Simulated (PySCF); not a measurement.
# RbO: bond curves at several levels of theory

An exercise on one series of results from a longer session: the logs are not shown, and one member is left open.

The runs use PySCF 2.14.0; Rb jorge-DZP-DKH, O jorge-DZP-DKH, spin-free X2C with a Gaussian nucleus.

The first run:

Settings of the job:

| Quantity | Value |
| --- | --- |
| atoms | Rb, O |
| charge | 0 |
| basis | Rb jorge-DZP-DKH, O jorge-DZP-DKH |
| Hamiltonian | spin-free X2C with a Gaussian nucleus |
| basis functions | 51 |
| electrons treated | 45 |
| masses in u | 84.9118, 15.9949 |
| levels | PBE0, PBE, r²SCAN, LDA, PBEsol, BLYP, LC-ωPBE, HF, MP2, SCS-MP2, CCSD, CCSD(T) |
| grid | 80 radial by 434 angular points |
| occupations | held fixed by the projection of orbital angular momentum |
| dissociation limit | Rb + O, each in its ground configuration |
| starting distance in angstrom | 2.660 |
| values of 2S to try | 1, 3 |

On the command line:

```
$ OMP_NUM_THREADS=1 python dia.py task.json out
```

Among the steps run: Set-up; First curve: PBE0; Excited determinants; PBE (GGA); r²SCAN; LDA; PBEsol (GGA); BLYP (GGA); LC-ωPBE (range-separated hybrid); UHF; MP2 and coupled cluster.

One of the session's tables, all rows but one given; the rest of the session is left out.

Energy (eV) from each level's lowest point:

```
R (Å)    UHF  UHF-MP2  UHF-SCS-MP2  UHF-CCSD  UHF-CCSD(T)
2.066  0.845    0.796        0.813       n/a          n/a
2.162  0.413    0.387        0.398     0.406        0.403
2.258      ?        ?            ?         ?            ?
2.330  0.056    0.051        0.055     0.058        0.058
2.402  0.007    0.006        0.007     0.009        0.009
2.474  0.000    0.000        0.000     0.000        0.000
2.570  0.038    0.037        0.035     0.034        0.033
2.690  0.136    0.132        0.128     0.125        0.123
2.834  0.299    0.286        0.281     0.275        0.271
3.026  0.547    0.522        0.515       n/a          n/a
```

Estimate the missing values for R (Å) = 2.258.

Worked estimate for «UHF». A straight line through the neighbours (2.162, 0.413) and (2.330, 0.056) gives 0.413 + (0.056 − 0.413) × (2.258 − 2.162) / (2.330 − 2.162) = 0.209; a parabola fitted to 4 rows on both sides gives 0.152.

**Answer.** UHF: 0.160; UHF-MP2: 0.148; UHF-SCS-MP2: 0.155; UHF-CCSD: 0.160; UHF-CCSD(T): 0.159. In «UHF» the line misses by +0.049 and the parabola by -0.008.
